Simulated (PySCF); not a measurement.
# C3H9Bi: NMR shieldings, part 2 of 2

PySCF 2.14.0. Atoms count from 0. The steps go on from the part before.

### Step 4. NMR shieldings: PBE0/pcJ-1 Bi:dyall-v2z, spin–orbit

What the job is given:

```
{"job": {"xc": "PBE0", "basis": {"default": "pcJ-1", "Bi": "dyall-v2z"}, "rel": "so", "snso": false, "kind": "hnmr"}, "charge": 0, "multiplicity": 1}
Bi     0.026503    -0.004561     1.292769
C      1.906405    -0.018410     0.012900
H      2.546093     0.832008     0.287356
H      1.622372     0.057667    -1.045605
H      2.456917    -0.954619     0.182471
C     -0.934541     1.646730     0.060540
H     -0.823859     1.411450    -1.007200
H     -0.442865     2.604802     0.281296
H     -2.001787     1.720689     0.313477
C     -0.960928    -1.640293     0.058991
H     -2.044185    -1.631724     0.245757
H     -0.552020    -2.619262     0.346360
H     -0.767474    -1.456576    -1.006922
```

Method: PBE0/pcJ-1 Bi:dyall-v2z GIAO NMR shielding, X2C with spin-orbit coupling, one-electron part alone, Gaussian nuclei, gas phase.

Standard output:

```text
spin-free SCF
coarse grid: 46544 points
cycle   1  E = -21654.7957238307  dE = -1.263e+00  |g| = 2.027e+00  |ddm| = 2.858e+00
cycle   2  E = -21654.7284575087  dE =  6.727e-02  |g| = 7.378e-01  |ddm| = 1.040e+00
cycle   3  E = -21654.7071827905  dE =  2.127e-02  |g| = 8.496e-01  |ddm| = 1.306e+00
cycle   4  E = -21654.8583599772  dE = -1.512e-01  |g| = 4.736e-02  |ddm| = 6.916e-01
cycle   5  E = -21654.8587741009  dE = -4.141e-04  |g| = 1.819e-02  |ddm| = 4.451e-02
cycle   6  E = -21654.8587885829  dE = -1.448e-05  |g| = 4.297e-03  |ddm| = 6.693e-03
cycle   7  E = -21654.8587897716  dE = -1.189e-06  |g| = 6.292e-04  |ddm| = 3.419e-03
final grid: 97168 points
cycle   8  E = -21654.8528986303  dE = -3.334e-04  |g| = 7.624e-02  |ddm| = 2.084e-03
cycle   9  E = -21654.8528984648  dE =  1.656e-07  |g| = 1.246e-03  |ddm| = 1.880e-03
cycle  10  E = -21654.8528980713  dE =  3.935e-07  |g| = 1.806e-03  |ddm| = 2.661e-03
cycle  11  E = -21654.8528987800  dE = -7.087e-07  |g| = 1.293e-04  |ddm| = 1.604e-03
cycle  12  E = -21654.8528987810  dE = -1.070e-09  |g| = 9.821e-06  |ddm| = 6.438e-05
converged SCF energy = -21654.8528987810
two-component SCF
cycle   1  E = -21639.2445683367  dE = -2.164e+04  |FDS-SDF| = 6.798e+02
cycle   2  E = -21683.4210320509  dE = -4.418e+01  |FDS-SDF| = 2.276e+00
cycle   3  E = -21683.4291415895  dE = -8.110e-03  |FDS-SDF| = 1.941e-01
cycle   4  E = -21683.4293111625  dE = -1.696e-04  |FDS-SDF| = 1.583e-01
cycle   5  E = -21683.4297930647  dE = -4.819e-04  |FDS-SDF| = 1.775e-02
cycle   6  E = -21683.4298153862  dE = -2.232e-05  |FDS-SDF| = 3.735e-03
cycle   7  E = -21683.4298190894  dE = -3.703e-06  |FDS-SDF| = 1.420e-03
cycle   8  E = -21683.4298200877  dE = -9.983e-07  |FDS-SDF| = 5.384e-04
cycle   9  E = -21683.4298201726  dE = -8.492e-08  |FDS-SDF| = 8.461e-05
cycle  10  E = -21683.4298201766  dE = -3.991e-09  |FDS-SDF| = 2.080e-05
converged, E = -21683.4298201766

Field gradients (au) and densities at the nuclei (bohr^-3)
atom        Vxx        Vyy        Vzz        centre      nuclear mean
  0 Bi     3.4177     3.4270    -6.8447    2979632.404    2706139.692
  1 C     -0.0295    -0.0402     0.0697        125.765        125.763
  2 H     -0.1452    -0.1494     0.2946          0.468          0.468
  3 H     -0.1446    -0.1503     0.2949          0.467          0.467
  4 H     -0.1450    -0.1492     0.2941          0.467          0.467
  5 C     -0.0291    -0.0399     0.0691        125.765        125.762
  6 H     -0.1443    -0.1500     0.2943          0.467          0.467
  7 H     -0.1450    -0.1491     0.2941          0.467          0.467
  8 H     -0.1450    -0.1491     0.2941          0.468          0.468
  9 C     -0.0292    -0.0400     0.0692        125.764        125.762
 10 H     -0.1450    -0.1491     0.2941          0.467          0.467
 11 H     -0.1450    -0.1493     0.2943          0.468          0.468
 12 H     -0.1444    -0.1502     0.2946          0.467          0.467
without picture change
  0 Bi                          -8.7496                   7916077.555

Core orbital energies (eV)
atom   shell        mean    spread
  0 Bi 1s       -90443.596   0.000
  0 Bi 2s       -16284.853   0.000
  0 Bi 3s        -3949.267   0.000
  0 Bi 4s         -915.834   0.000
  0 Bi 5s         -162.374   0.000
  0 Bi 6s          -17.000   0.000
  0 Bi 2p1/2    -15688.930   0.000
  0 Bi 2p3/2    -13314.682   0.006
  0 Bi 3p1/2     -3669.335   0.000
  0 Bi 3p3/2     -3135.215   0.016
  0 Bi 4p1/2      -791.765   0.000
  0 Bi 4p3/2      -659.530   0.032
  0 Bi 5p1/2      -118.435   0.000
  0 Bi 5p3/2       -92.939   0.078
  0 Bi 3d3/2     -2673.565   0.015
  0 Bi 3d5/2     -2548.038   0.019
  0 Bi 4d3/2      -456.331   0.034
  0 Bi 4d5/2      -428.621   0.045
  0 Bi 5d3/2       -30.681   0.104
  0 Bi 5d5/2       -27.151   0.167
  0 Bi 4f5/2      -162.159   0.047
  0 Bi 4f7/2      -153.856   0.053

Shielding tensors (ppm)
atom      isotropic    diamagn.    paramagn.     s11        s22        s33       span
  0 Bi    10553.29     8959.40     1593.89   10130.06   10134.95   11394.84    1264.78
  1 C       188.35      250.82      -62.47     157.82     182.94     224.30      66.48
  2 H        30.40       30.13        0.27      23.96      26.46      40.78      16.83
  3 H        29.31       30.78       -1.47      22.22      26.46      39.25      17.03
  4 H        30.36       30.17        0.19      23.93      26.45      40.70      16.78
  5 C       188.65      250.83      -62.18     157.74     182.64     225.58      67.84
  6 H        29.27       30.80       -1.52      22.20      26.39      39.22      17.03
  7 H        30.38       30.15        0.23      23.98      26.42      40.74      16.76
  8 H        30.42       30.17        0.24      24.00      26.44      40.81      16.81
  9 C       188.89      250.82      -61.92     157.79     182.66     226.24      68.45
 10 H        30.39       30.20        0.19      23.92      26.51      40.76      16.84
 11 H        30.42       30.13        0.29      23.96      26.49      40.82      16.86
 12 H        29.27       30.79       -1.52      22.14      26.43      39.23      17.09
```

Wall time 8.7 min (1 thread of Arm Neoverse V1, shared host); peak memory 2.2 GiB.

Key values:

```
                       quantity        value
energy from spin-orbit coupling  -28.5769 Eh
```

### Step 5. NMR shieldings: PBE0/pcJ-1 Bi:dyall-v2z, spin-free

The job, as its differences from that of step 4:

```diff
@@ -1,2 +1,2 @@
-{"job": {"xc": "PBE0", "basis": {"default": "pcJ-1", "Bi": "dyall-v2z"}, "rel": "so", "snso": false, "kind": "hnmr"}, "charge": 0, "multiplicity": 1}
+{"job": {"xc": "PBE0", "basis": {"default": "pcJ-1", "Bi": "dyall-v2z"}, "rel": "sf", "kind": "hnmr"}, "charge": 0, "multiplicity": 1}
 Bi     0.026503    -0.004561     1.292769
```

With the program's defaults for keys left out, this is: PBE0/pcJ-1 Bi:dyall-v2z GIAO NMR shielding, spin-free X2C, Gaussian nuclei, gas phase.

Standard output:

```text
spin-free SCF
coarse grid: 46544 points
cycle   1  E = -21654.7957238307  dE = -1.263e+00  |g| = 2.027e+00  |ddm| = 2.858e+00
cycle   2  E = -21654.7284575087  dE =  6.727e-02  |g| = 7.378e-01  |ddm| = 1.040e+00
cycle   3  E = -21654.7071827905  dE =  2.127e-02  |g| = 8.496e-01  |ddm| = 1.306e+00
cycle   4  E = -21654.8583599772  dE = -1.512e-01  |g| = 4.736e-02  |ddm| = 6.916e-01
cycle   5  E = -21654.8587741009  dE = -4.141e-04  |g| = 1.819e-02  |ddm| = 4.451e-02
cycle   6  E = -21654.8587885829  dE = -1.448e-05  |g| = 4.297e-03  |ddm| = 6.693e-03
cycle   7  E = -21654.8587897716  dE = -1.189e-06  |g| = 6.292e-04  |ddm| = 3.419e-03
final grid: 97168 points
cycle   8  E = -21654.8528986303  dE = -3.334e-04  |g| = 7.624e-02  |ddm| = 2.084e-03
cycle   9  E = -21654.8528984648  dE =  1.656e-07  |g| = 1.246e-03  |ddm| = 1.880e-03
cycle  10  E = -21654.8528980713  dE =  3.935e-07  |g| = 1.806e-03  |ddm| = 2.661e-03
cycle  11  E = -21654.8528987800  dE = -7.087e-07  |g| = 1.293e-04  |ddm| = 1.604e-03
cycle  12  E = -21654.8528987810  dE = -1.070e-09  |g| = 9.821e-06  |ddm| = 6.438e-05
converged SCF energy = -21654.8528987810
check of the scalar solution
cycle   1  E = -21654.8528987814  dE = -2.165e+04  |FDS-SDF| = 9.821e-06
cycle   2  E = -21654.8528987813  dE =  4.366e-11  |FDS-SDF| = 8.035e-06
converged, E = -21654.8528987813

Field gradients (au) and densities at the nuclei (bohr^-3)
atom        Vxx        Vyy        Vzz        centre      nuclear mean
  0 Bi     3.2870     3.2973    -6.5843    2950973.165    2679227.709
  1 C     -0.0258    -0.0372     0.0630        125.760        125.758
  2 H     -0.1452    -0.1495     0.2947          0.468          0.468
  3 H     -0.1446    -0.1505     0.2950          0.467          0.467
  4 H     -0.1450    -0.1493     0.2942          0.467          0.467
  5 C     -0.0254    -0.0369     0.0623        125.760        125.758
  6 H     -0.1443    -0.1501     0.2944          0.467          0.467
  7 H     -0.1450    -0.1492     0.2942          0.467          0.467
  8 H     -0.1450    -0.1492     0.2942          0.468          0.468
  9 C     -0.0255    -0.0370     0.0625        125.760        125.758
 10 H     -0.1450    -0.1492     0.2942          0.467          0.467
 11 H     -0.1450    -0.1494     0.2944          0.468          0.468
 12 H     -0.1444    -0.1503     0.2947          0.467          0.467
without picture change
  0 Bi                          -8.4791                   7917581.760

Core orbital energies (eV)
atom   shell        mean    spread
  0 Bi 1s       -90472.874   0.000
  0 Bi 2s       -16292.256   0.000
  0 Bi 3s        -3951.635   0.000
  0 Bi 4s         -916.642   0.000
  0 Bi 5s         -162.672   0.000
  0 Bi 6s          -17.086   0.000
  0 Bi 2p       -14013.832   0.009
  0 Bi 3p        -3294.451   0.023
  0 Bi 4p         -699.012   0.048
  0 Bi 5p         -100.596   0.112
  0 Bi 3d        -2598.857   0.022
  0 Bi 4d         -439.966   0.051
  0 Bi 5d          -28.709   0.212
  0 Bi 4f         -157.770   0.056

Shielding tensors (ppm)
atom      isotropic    diamagn.    paramagn.     s11        s22        s33       span
  0 Bi     5401.50    10479.47    -5077.97    5301.49    5448.47    5454.55     153.05
  1 C       176.56      252.01      -75.45     166.28     169.98     193.42      27.14
  2 H        30.82       30.07        0.74      24.76      27.10      40.58      15.82
  3 H        30.98       30.76        0.22      25.05      28.50      39.40      14.35
  4 H        30.82       30.12        0.70      24.78      27.22      40.47      15.69
  5 C       176.77      252.02      -75.25     167.07     169.89     193.34      26.27
  6 H        30.96       30.77        0.18      25.03      28.47      39.37      14.34
  7 H        30.81       30.10        0.71      24.77      27.15      40.52      15.75
  8 H        30.85       30.12        0.73      24.80      27.16      40.60      15.80
  9 C       177.01      252.00      -74.99     168.05     169.55     193.44      25.39
 10 H        30.86       30.15        0.71      24.79      27.27      40.52      15.73
 11 H        30.83       30.07        0.76      24.77      27.10      40.63      15.86
 12 H        30.95       30.76        0.19      25.00      28.48      39.37      14.37
```

Wall time 2.4 min (1 thread of Arm Neoverse V1, shared host); peak memory 1.7 GiB.

### Step 6. Shieldings side by side

| run | Bi0 | C5 | C9 | C1 | H6 | H12 | H3 | time |
| --- | --- | --- | --- | --- | --- | --- | --- | --- |
| step 3, PBE0/pcJ-1 Bi:dyall-v2z, spin–orbit | 10591.6 | 189.0 | 189.2 | 188.7 | 29.3 | 29.3 | 29.4 | 8.9 min |
| step 4, PBE0/pcJ-1 Bi:dyall-v2z, spin–orbit (one-electron part alone) | 10553.3 | 188.7 | 188.9 | 188.4 | 29.3 | 29.3 | 29.3 | 8.7 min |
| step 5, PBE0/pcJ-1 Bi:dyall-v2z, spin-free | 5401.5 | 176.8 | 177.0 | 176.6 | 31.0 | 30.9 | 31.0 | 2.4 min |

### Step 7. Results

The summary covers parts 1 to 2.

| quantity | value |
| --- | --- |
| rotational constants (main isotopes) | 3.25, 3.24, 2.80 GHz |
| energy from spin-orbit coupling (step 3, PBE0/pcJ-1 Bi:dyall-v2z, spin–orbit) | -27.0408 Eh |
| shieldings (step 3, PBE0/pcJ-1 Bi:dyall-v2z, spin–orbit) | Bi0 10591.6, C1 188.7, C5 189.0, C9 189.2 ppm |
| surface potential, 1st and 99th percentile | -0.37 V and 1.03 V |
| energy from spin-orbit coupling (step 4, PBE0/pcJ-1 Bi:dyall-v2z, spin–orbit (one-electron part alone)) | -28.5769 Eh |
| shieldings (step 4, PBE0/pcJ-1 Bi:dyall-v2z, spin–orbit (one-electron part alone)) | Bi0 10553.3, C1 188.4, C5 188.7, C9 188.9 ppm |
| shieldings (step 5, PBE0/pcJ-1 Bi:dyall-v2z, spin-free) | Bi0 5401.5, C1 176.6, C5 176.8, C9 177.0 ppm |

In words: The start was shaken at random, so part of the energy gained undoes that. Relaxing lowered the energy by 0.260 eV in 5 steps; the close pair that moved most is Bi0–C5, from 2.375 to 2.273 Å. In step 3, Bi0 has the widest tensor, 1197 ppm. Bi0 moves most between the runs, by 5190 ppm; the labels say what changes from run to run.
